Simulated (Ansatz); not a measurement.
# Ca3Pb: how the settings move a single-point run

Aim: see which settings change the result for Ca3Pb, by how much, and at what cost.

Method: reference: DFT, PBEsol, PAW with Ansatz's default frozen-core files, fully relativistic files with spin-orbit coupling; levels and slopes on a fine mesh, in Ansatz 0.2.0.

## (1) The starting structure

The structure is cubic, space group Pm-3m (No. 221). The conventional cell has a = 4.995 Å, b = 4.995 Å, c = 4.995 Å, α = 90.00°, β = 90.00°, γ = 90.00°. Ca (site symmetry 4/mmm) is surrounded by 8 Ca at 3.53 Å and 4 Pb at 3.53 Å. Around Pb (site symmetry m-3m) lie 12 Ca at 3.53 Å.

Coordinates:

```xyz
4
Lattice="4.9948 0.0000 0.0000 0.0000 4.9948 0.0000 0.0000 0.0000 4.9948" Properties=species:S:1:pos:R:3 pbc="T T T"
Ca    0.0000    2.4974    2.4974
Ca    2.4974    2.4974    0.0000
Ca    2.4974    0.0000    2.4974
Pb    0.0000    0.0000    0.0000
```

## (2) The reference run

input.yaml

```yaml
crystal:
  lattice:
    - [4.994830806, 0.0, 0.0]
    - [0.0, 4.994830806, 0.0]
    - [0.0, 0.0, 4.994830806]
  atoms:
    - { symbol: Ca, position: [0.0, 0.5, 0.5] }
    - { symbol: Ca, position: [0.5, 0.5, 0.0] }
    - { symbol: Ca, position: [0.5, 0.0, 0.5] }
    - { symbol: Pb, position: [0.0, 0.0, 0.0] }
kpoints:
  mp_grid: { grid: [8, 8, 8] }
scf:
  occupations: { method: fermi_dirac, width: 0.1 }
hamiltonian:
  xc: pbesol
  pseudopotentials: { kind: paw_fr }
magnetization:
  noncollinear: true
  spin_orbit: true
output:
  forces: true
  stress: true
  eigenvalues: true
  eigenstates: { nscf_kmesh: { grid: [8, 8, 8] }, de_dk: true, e_range: [-14, 14] }
checkpoint:
  write: ck
  write_wavefunctions: false
```

Started as:

```sh
$ ansatz run input.yaml --threads 2 --pin off --max-ram 6144MiB --backend cpu --events-out ev --progress --plain --runs-dir out
```

The main lines of its log:

```text
[...]
Basis set: ecut = 420 eV, 2469 PW (Γ), exchange–correlation on 72×72×72 points (8 copies of the dense FFT grid, shifted against one another)
[...]
Magnetic group: BNS 221.93 (UNI 1595), of the structure as read, at distance tolerance 5.0e-5 Å
k-points: 35 of 512
[...]
SCF iter   1: F=—  HF=-17179.484010 eV  |F-HF|=—  |Δ(HF+E_count)|=         —  Δρ=5.81e-2  dr2=1.26e1  dr2_m=0.00e0 (ungated)  ethr=3.10e-3  |M|=0.00e0 ∫|m|=0.00e0 μB  |m|>n=0.0e0 m-floor=0.0e0 τ_xc=0.0e0  β_m=0.30  ⟨swp⟩=14.0  Hψ=5838  notcnv=0
preconditioner: auto → Kerker (q_TF=auto, 2.294 Å⁻¹)  [metal: Δε(μ)=0.026 eV  Ē_g=7.352 eV  σ=0.100 eV  W_gap=0.06  n_scr=26 (ndim 8)  ℏωp=14.9 eV  f_vac=0.000  D(μ)=4.11/eV (n_scr^D=26)]
[...]
SCF iter   2: F=—  HF=-17177.480799 eV  |F-HF|=—  |Δ(HF+E_count)|=    2.00e0  Δρ=3.83e-2  dr2=6.10e0  dr2_m=0.00e0 (ungated)  ethr=3.10e-3  |M|=0.00e0 ∫|m|=0.00e0 μB  |m|>n=0.0e0 m-floor=0.0e0 τ_xc=0.0e0  β_m=0.58  ⟨swp⟩=3.0  Hψ=1706  notcnv=0
[...]
SCF iter  11: F=—  HF=-17175.757236 eV  |F-HF|=—  |Δ(HF+E_count)|=  1.09e-11  Δρ=1.43e-7  dr2=3.62e-11  dr2_m=0.00e0 (ungated)  ethr=1.67e-12  |M|=0.00e0 ∫|m|=0.00e0 μB  |m|>n=0.0e0 m-floor=0.0e0 τ_xc=0.0e0  β_m=1.00  ⟨swp⟩=2.0  Hψ=1177  notcnv=0
SCF iter  12: F=-17175.757236 eV  HF=-17175.757236 eV  |F-HF|=0.00e0  |Δ(HF+E_count)|=  7.28e-12  Δρ=2.68e-8  dr2=1.48e-12  dr2_m=0.00e0 (ungated)  ethr=1.00e-12  |M|=0.00e0 ∫|m|=0.00e0 μB  |m|>n=0.0e0 m-floor=0.0e0 τ_xc=0.0e0  ⟨swp⟩=9.0  Hψ=4718  notcnv=0
[...]
SCF converged after 12 iterations
Magnetization: |M| = 0.0000 μB,  M = (+0.0000, +0.0000, +0.0000) μB
[...]
Free energy (F): -17175.757236 eV
[...]
E sigma→0 (E₀):  -17175.733742 eV
[...]
Fermi energy:    7.803614 eV
[...]
  P = ⅓ Tr σ = -0.1211 GPa (-1.211 kbar)
[...]
```

Run time: 2 min. Hardware: 2 threads of Intel Xeon at 2.50GHz (Skylake/Cascade Lake), shared host; peak memory 0.8 GiB.

## (3) Changing settings: mp_grid.shift [0.5, 0.5, 0.5], chi_scale 0.0, ecutwfc 550 eV

input.yaml, as its differences from that of step 2:

```diff
@@ -11,5 +11,6 @@
 kpoints:
-  mp_grid: { grid: [8, 8, 8] }
+  mp_grid: { grid: [8, 8, 8], shift: [0.5, 0.5, 0.5] }
 scf:
   occupations: { method: fermi_dirac, width: 0.1 }
+  initial_density: { chi_scale: 0.0 }
 hamiltonian:
@@ -28 +29,3 @@
   write_wavefunctions: false
+basis:
+  ecutwfc: "550 eV"
```

Started as:

```sh
$ ansatz run input.yaml --threads 2 --pin off --max-ram 6144MiB --backend cpu --events-out ev --progress --plain --runs-dir out
```

The log of the run (excerpt; [...] marks lines left out):

```text
[...]
Pseudopotentials: kind: paw_fr
Pseudopotential: Ca, paw_fr, valence charge 10, recommended cutoff 420 eV (normal), Ca.paw.azcp#standard-fr
Pseudopotential: Pb, paw_fr, valence charge 14, recommended cutoff 420 eV (normal), Pb.paw.azcp#standard-fr
Functional definition: PBEsol
[...]
non-collinear run that drives no moment, with spin-orbit: no starting moment large enough to seed its density (crystal.atoms[].spin), no starting occupations that ask for one, no magnetisation constraint and no magnetic field, so the semilocal B_xc is pinned to zero
Crystal: 4 atoms, lattice volume = 124.613 Å³
Basis set: ecut = 550 eV, 3743 PW (Γ), exchange–correlation on 80×80×80 points (8 copies of the dense FFT grid, shifted against one another)
Bands: 54, of which v1, the nominal top of the filled ones, is band 44 counted from 1 (43 counted from 0)
Symmetry: 48 space group operations + 48 with time reversal
Magnetic group: BNS 221.93 (UNI 1595), of the structure as read, at distance tolerance 5.0e-5 Å
k-points: 20 of 512
Projection manifold: j_resolved (fully-relativistic pseudo-atomic orbitals)
[...]
SCF iter   1: F=—  HF=-17175.784852 eV  |F-HF|=—  |Δ(HF+E_count)|=         —  Δρ=1.62e-2  dr2=3.53e-1  dr2_m=0.00e0 (ungated)  ethr=3.10e-3  |M|=0.00e0 ∫|m|=0.00e0 μB  |m|>n=0.0e0 m-floor=0.0e0 τ_xc=0.0e0  β_m=0.30  ⟨swp⟩=13.6  Hψ=3188  notcnv=0  defer=2
[...]
  site 1: m = (+0.0000, +0.0000, +0.0000) μB, |m| = 0.0000 μB  (R = 1.46 Å)
  site 2: m = (+0.0000, +0.0000, +0.0000) μB, |m| = 0.0000 μB  (R = 1.46 Å)
  site 3: m = (+0.0000, +0.0000, +0.0000) μB, |m| = 0.0000 μB  (R = 1.46 Å)
Free energy (F): -17175.759452 eV
[...]
E sigma→0 (E₀):  -17175.736299 eV
Entropy (-TS):   -0.046307 eV (-11.577 meV/atom)
Fermi energy:    7.799933 eV
[...]
--- Forces (eV/Å), atoms counted from 1 ---
  atom   1  Ca     0.00000000    -0.00000000     0.00000000
  atom   2  Ca     0.00000000    -0.00000000     0.00000000
  atom   3  Ca     0.00000000    -0.00000000     0.00000000
  atom   4  Pb    -0.00000000    -0.00000000    -0.00000000
[...]
--- Stress (GPa, compression-positive) ---
       -0.128750      -0.000000       0.000000
       -0.000000      -0.128750       0.000000
        0.000000       0.000000      -0.128750
  P = ⅓ Tr σ = -0.1288 GPa (-1.288 kbar)
--- Band table (eV; the first three rows and the last of 20) ---
[...]
--- Fermi surface from the table of eigenstates, both spin states counted (twice the sheets' area in a run without spin) ---
  How far the three rows differ hints at the mesh's error and does not bound it.
  reading                E - E_F (eV)   area (Å⁻²)  resistivity times mean free path along x, y, z (Ω·m²), under one mean free path over the surface
  by tetrahedra               -0.0965        2.894  1.0564e-14  1.0564e-14  1.0564e-14
  by the states' slopes       -0.1315        3.000  1.0190e-14  1.0190e-14  1.0190e-14
  on every second point  not read: on its mesh, or on one of the eight of every second point, the electrons fill whole bands (an insulator's do; a metal wants a denser output.eigenstates.nscf_kmesh)
```

Run time: 1.9 min. Hardware: 2 threads of Intel Xeon at 2.50GHz (Skylake/Cascade Lake), shared host; peak memory 0.84 GiB.

Changing the k-point mesh, start and cutoff moves the energy by -0.6 meV/atom. More than one kind of setting changed, and this run alone doesn't tell their shares apart.

## (4) Variant: occupations.method tetrahedron_uncorrected, dr2_threshold 1.0e-08, width left out

input.yaml, as its differences from that of step 2:

```diff
@@ -13,3 +13,4 @@
 scf:
-  occupations: { method: fermi_dirac, width: 0.1 }
+  occupations: { method: tetrahedron_uncorrected }
+  convergence: { dr2_threshold: 1.0e-08 }
 hamiltonian:
```

Started as:

```sh
$ ansatz run input.yaml --threads 2 --pin off --max-ram 6144MiB --backend cpu --events-out ev --progress --plain --runs-dir out
```

The log of the run (excerpt; [...] marks lines left out):

```text
Warning: scf.convergence.dr2_threshold = 1e-8 eV is looser than 1e-11 eV, the default for `output.eigenstates.de_dk` on PAW and all-electron files: empty levels that such a close leaves unsettled can have slopes far off; leave scf.convergence.dr2_threshold unset, or set it to the tightest [...]
Warning: output.stress: scf.convergence.dr2_threshold = 1e-8 eV is looser than the 4e-10 eV advised for a printed stress (1e-10 eV for each atom of the cell: 4). What an SCF threshold leaves in a stress goes as its square root, and in the free energy as the threshold itself, and one [...]
[... 4 set-up lines as earlier in the session ...]
[...]
non-collinear run that drives no moment, with spin-orbit: no starting moment large enough to seed its density (crystal.atoms[].spin), no starting occupations that ask for one, no magnetisation constraint and no magnetic field, so the semilocal B_xc is pinned to zero
[...]
Entropy (-TS):   -0.000059 eV (-0.015 meV/atom)
Fermi energy:    7.704522 eV
[...]
--- Forces (eV/Å), atoms counted from 1 ---
  atom   1  Ca     0.00000000     0.00000000     0.00000000
  atom   2  Ca     0.00000000     0.00000000     0.00000000
  atom   3  Ca     0.00000000    -0.00000000    -0.00000000
  atom   4  Pb     0.00000000    -0.00000000    -0.00000000
[...]
--- Stress (GPa, compression-positive) ---
       -0.174135       0.000000       0.000000
        0.000000      -0.174135       0.000000
        0.000000       0.000000      -0.174135
  P = ⅓ Tr σ = -0.1741 GPa (-1.741 kbar)
--- Band table (eV; the first three rows and the last of 35) ---
[...]
--- Fermi surface from the table of eigenstates, both spin states counted (twice the sheets' area in a run without spin) ---
  How far the three rows differ hints at the mesh's error and does not bound it.
  reading                E - E_F (eV)   area (Å⁻²)  resistivity times mean free path along x, y, z (Ω·m²), under one mean free path over the surface
  by tetrahedra               -0.0001        2.888  1.0587e-14  1.0587e-14  1.0587e-14
  by the states' slopes       -0.0348        3.024  1.0109e-14  1.0109e-14  1.0109e-14
  on every second point  not read: on its mesh, or on one of the eight of every second point, the electrons fill whole bands (an insulator's do; a metal wants a denser output.eigenstates.nscf_kmesh)
```

Run time: 96 s. Hardware: 2 threads of Intel Xeon at 2.50GHz (Skylake/Cascade Lake), shared host; peak memory 0.8 GiB.

Changing the smearing and convergence setting moves the energy by +1.3 meV/atom (σ→0 values).

## (5) Side by side

```tsv
run	ending	energy change	pressure (GPa)	gap (eV)	force (eV/Å)	cycles	time
reference	converged	0	-0.1	0.00	0.00	-	2 min
1: mp_grid.shift [0.5, 0.5, 0.5], chi_scale 0.0, ecutwfc 550 eV	converged	-0.6 meV/atom	-0.1	0.00	0.00	10	1.9 min
2: occupations.method tetrahedron_uncorrected, dr2_threshold 1.0e-08, width left out	converged	+1.3 meV/atom (σ→0)	-0.2	0.00	0.00	10	96 s
```

Residual by cycle in the longest SCF loop of each run; runs are numbered as in the table. The quantity is the density residual dr2, in eV.

```tsv
cycle	reference	run 1	run 2
1	12.6	0.353	12.2
2	6.1	0.224	5.9
3	0.229	0.00748	0.25
4	0.0104	4.7e-4	0.0132
5	0.00191	2.7e-5	0.00253
6	1.5e-4	5.2e-7	2.1e-4
7	5.8e-6	3.4e-8	8.6e-6
8	4.0e-7	1.3e-9	5.0e-7
9	1.2e-8	1.5e-10	1.2e-8
10	7.4e-10	9.6e-12	9.1e-10
11	3.6e-11	-	-
12	1.5e-12	-	-
```

What this shows: The pressure spans -0.2 to -0.1 GPa over the reference and the converged variants.
